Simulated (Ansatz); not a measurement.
# MoIr4: the cost of one run

Method: DFT PBE, scalar-relativistic, plane waves, PAW, in Ansatz 0.2.0.

### Step 1. The system as given

Symmetry: P6/mmm, No. 191, hexagonal system. Conventional cell: a = 4.796 Å, b = 4.796 Å, c = 4.137 Å, α = 90.00°, β = 90.00°, γ = 120.00°. Mo (site symmetry 6/mmm) is surrounded by 6 Ir at 2.77 Å. Ir (site symmetry -6m2) is surrounded by 2 Ir at 2.07 Å.

As a file:

```
CELL_PARAMETERS angstrom
4.79589 0.00000 0.00000
-2.39795 4.15336 0.00000
0.00000 0.00000 4.13737
ATOMIC_POSITIONS crystal
Mo 0.00000 0.00000 0.00000
Ir 0.33333 0.66667 0.00000
Ir 0.66667 0.33333 0.00000
Ir 0.33333 0.66667 0.50000
Ir 0.66667 0.33333 0.50000
```

Recipe of the guess: random cell by space group and Wyckoff sites (P6/mmm, No. 191). Lengths come from tabulated atomic sizes and are only a guess.

### Step 2. Probe: one point on a coarse mesh

input.yaml reads:

```yaml
crystal:
  lattice:
    - [4.79589193, 0.0, 0.0]
    - [-2.39794596, 4.15336424, 0.0]
    - [0.0, 0.0, 4.13736786]
  atoms:
    - { symbol: Mo, position: [0.0, 0.0, 0.0] }
    - { symbol: Ir, position: [0.33333333, 0.66666667, 0.0] }
    - { symbol: Ir, position: [0.66666667, 0.33333333, 0.0] }
    - { symbol: Ir, position: [0.33333333, 0.66666667, 0.5] }
    - { symbol: Ir, position: [0.66666667, 0.33333333, 0.5] }
basis:
  ecutwfc: 420
kpoints:
  mp_grid: { grid: [6, 6, 4] }
hamiltonian:
  xc: pbe
scf:
  occupations: { method: gaussian, width: 0.1 }
  lower_state_search: "off"
output:
  forces: true
  stress: true
  eigenvalues: true
```

On the command line:

```bash
> ansatz run input.yaml --threads 1 --pin off --max-ram 2560MiB --backend cpu --events-out ev --progress --plain --runs-dir out
```

Q: Estimate wall time and peak memory on 1 thread of Intel Xeon at 2.50GHz (Skylake/Cascade Lake), shared host.

About 8.6 s, with a peak of 0.4 GiB.
